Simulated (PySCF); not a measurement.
# How the numerical set-up moves the result for Cl²⁺ (quartet)

Which parts of the numerical set-up matter for Cl²⁺ (quartet)? Each run edits the base script.

Computed with PySCF 2.14.0. Level: method and basis as typed in the scripts.

## (1) The atom

Cl²⁺ (quartet): 1 atom, charge 2, spin multiplicity 4.

## (2) Base script

The input, input.py:

```python
from pyscf import gto, scf, mp

mol = gto.M(
    atom='Cl 0 0 0',
    basis='jorge-dzp',
    charge=2,
    spin=3,
    symmetry=True,
    verbose=3,
)
mf = scf.UHF(mol)
mf.kernel()
mp.MP2(mf, frozen=5).kernel()
mf.dip_moment()
print('orbital energies (hartree):', [e[max(0, n-3):n+3].round(4) for e, n in zip(mf.mo_energy, mol.nelec)])
```

Command:

```console
$ OMP_NUM_THREADS=1 python input.py
```

The log of this run is left out.

In short: E(SCF) = -458.214591 Eh, E(MP2) − E(SCF) = -0.07448 Eh, ⟨S²⟩ = 3.751.

The quartet is typed in the script; nothing here shows that it is the ground state.

## (3) Aug-cc-pvdz

Run 1 changes basis set: jorge-dzp → aug-cc-pvdz.

The input, input.py:

```python
from pyscf import gto, scf, mp

mol = gto.M(
    atom='Cl 0 0 0',
    basis='aug-cc-pvdz',
    charge=2,
    spin=3,
    symmetry=True,
    verbose=3,
)
mf = scf.UHF(mol)
mf.kernel()
mp.MP2(mf, frozen=5).kernel()
mf.dip_moment()
print('orbital energies (hartree):', [e[max(0, n-3):n+3].round(4) for e, n in zip(mf.mo_energy, mol.nelec)])
```

Command:

```console
$ OMP_NUM_THREADS=1 python input.py
```

## (4) Spin-free X2C on

Run 2 changes spin-free X2C: off → on.

Changes to input.py since step 2:

```diff
@@ -11,2 +11,3 @@
 mf = scf.UHF(mol)
+mf = mf.sfx2c1e()
 mf.kernel()
```

## (5) 6-31+g*

Run 3 changes basis set: jorge-dzp → 6-31+g*.

Changes to input.py since step 2:

```diff
@@ -4,3 +4,3 @@
     atom='Cl 0 0 0',
-    basis='jorge-dzp',
+    basis='6-31+g*',
     charge=2,
```

## (6) 3-21g

Run 4 changes basis set: jorge-dzp → 3-21g.

Changes to input.py since step 2:

```diff
@@ -4,3 +4,3 @@
     atom='Cl 0 0 0',
-    basis='jorge-dzp',
+    basis='3-21g',
     charge=2,
```

**Question.** What will these runs give? Wanted: for each run, E(SCF); from base; gap, α spin; after the SCF.

**Answer**, as computed:

| run | E(SCF) (hartree) | from base (eV) | gap, α spin (eV) | functions | after the SCF |
| --- | --- | --- | --- | --- | --- |
| base | -458.214591 | 0 | 36.25 | 24 | MP2 correlation -2.027 eV, core frozen |
| aug-cc-pvdz | -458.210258 | +0.1179 | 29.78 | 27 | MP2 correlation -1.955 eV, core frozen |
| spin-free X2C on | -459.544067 | -36.1769 | 36.24 | 24 | MP2 correlation -2.024 eV, core frozen |
| 6-31+g* | -458.187397 | +0.7400 | 29.79 | 22 | MP2 correlation -1.936 eV, core frozen |
| 3-21g | -456.018464 | +59.7597 | 36.41 | 13 | MP2 correlation -0.219 eV, core frozen |

**Reading.** Of the runs whose energies can be compared, “3-21g” moves the SCF energy most (+59.760 eV). aug-cc-pvdz (27 functions) gives an energy 0.12 eV higher than jorge-dzp (24); size alone doesn't order basis sets of different families. Scalar relativity lowers the total energy by 36.18 eV, nearly all of it in the inner shells; a basis contracted without relativity catches only part of it. 6-31+g* (22 functions) gives an energy 0.74 eV higher than jorge-dzp (24). 3-21g (13 functions) gives an energy 59.76 eV higher than jorge-dzp (24).
